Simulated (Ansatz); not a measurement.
Working through a comparison of magnetic orders of GdY3, space group Pm-3m

Program: Ansatz's Python interface.

The cells in order, each with its output:

```python
import warnings

import ansatz as az
import numpy as np
```

```python
FUNCTIONAL = "r2scan"
MESH = (4, 2, 4)
SMEARING_WIDTH = 0.15
```

```python
def count_gap(report):
    # lowest empty less highest filled band, counting bands; zero where they overlap
    return max(report.get("gap_by_band_count_ev") or 0.0, 0.0)
```

```python
CELL = [
    [5.100908, 0.0, 0.0],
    [0.0, 10.201816, 0.0],
    [0.0, 0.0, 5.100908],
]
ATOMS = [
    ("Y", [0.5, 0.0, 0.5]),
    ("Y", [0.0, 0.25, 0.5]),
    ("Y", [0.5, 0.25, 0.0]),
    ("Gd", [0.0, 0.0, 0.0]),
    ("Y", [0.5, 0.5, 0.5]),
    ("Y", [0.0, 0.75, 0.5]),
    ("Y", [0.5, 0.75, 0.0]),
    ("Gd", [0.0, 0.5, 0.0]),
]
```

```python
def with_moments(moments):
    crystal = az.Crystal(lattice=az.Lattice.of(CELL))
    for (symbol, position), moment in zip(ATOMS, moments):
        crystal = crystal.atom(symbol, position, moment=moment or None)
    return crystal
```

```python
warnings.simplefilter("ignore", az.DeckWarning)
```

```python
# starting moments in muB, one an atom
orders = {
    "FM": [0, 0, 0, 7, 0, 0, 0, 7],
    "AFM": [0, 0, 0, 7, 0, 0, 0, -7],
}
```

```python
rows = []
for label, moments in orders.items():
    base = (
        with_moments(moments).calculation()
        .functional(FUNCTIONAL)
        .kpoints(*MESH)
        .occupations(az.OccupationsMethod.FERMI_DIRAC, width=SMEARING_WIDTH)
        .spin("collinear")
        .band_table()
    )
    r = base.run(threads=1).report
    rows.append((label, r["free_energy_ev"], r["magnetization_mub"], r["absolute_magnetization_mub"], max(abs(m) for m in r["site_moments_mub"]), count_gap(r)))
    print(label, "site moments:", [round(m, 2) for m in r["site_moments_mub"]])
```

    FM site moments: [0.36, 0.36, 0.36, 7.65, 0.36, 0.36, 0.36, 7.65]
    AFM site moments: [0.48, -0.0, -0.0, 7.81, -0.48, -0.0, -0.0, -7.81]

```python
lowest = min(row[1] for row in rows)
rows = [(row[0], 1000 * (row[1] - lowest) / 2, *row[2:]) for row in sorted(rows, key=lambda row: row[1])]
for row in rows:
    print("; ".join(f"{name} = {round(v, 4) if isinstance(v, float) else v}" for name, v in zip(["order", "meV/magnetic atom", "net muB", "absolute muB", "largest site muB", "gap by band count eV"], row)))
print("lowest of these starts:", rows[0][0])
```

    order = AFM; meV/magnetic atom = 0.0; net muB = -0.0; absolute muB = 20.807; largest site muB = 7.8075; gap by band count eV = 0.0
    order = FM; meV/magnetic atom = 115.4039; net muB = 19.6154; absolute muB = 19.6496; largest site muB = 7.6536; gap by band count eV = 0.0
    lowest of these starts: AFM

In order of energy: antiferro- or ferrimagnetic (+0.0 meV an atom, largest site moment 7.81 μB) and ferromagnetic (+28.9 meV an atom, largest site moment 7.65 μB). These are the states reached from the starts typed.

Reading the output:
- Open f shells: without a Hubbard U, without spin-orbit coupling; the state reached hangs on the start and needn't be the lowest.
- For a metal this k-point mesh is coarse: on a finer one energies can move by several to tens of meV an atom and pressures by half a GPa or more, differences at one mesh by less.
- A Fermi-Dirac width this large means warm electrons, whose thermal share enters the free energy.
- A gap by band count of zero or less means overlapping bands, a metal.
- r2SCAN tends to overestimate the moments of itinerant magnets.
- This cell is a computed structure, which may not be the phase found in nature.
- Levels are Kohn-Sham eigenvalues on this mesh, without spin-orbit coupling.
- Each row is the state reached from that start at the given structure, not necessarily the lowest of its order; other orders weren't tried.
- Finished in 8.8 min on 1 thread of Intel(R) Xeon(R) 6975P-C (Granite Rapids), with other jobs on the host, peak memory 2.1 GiB.
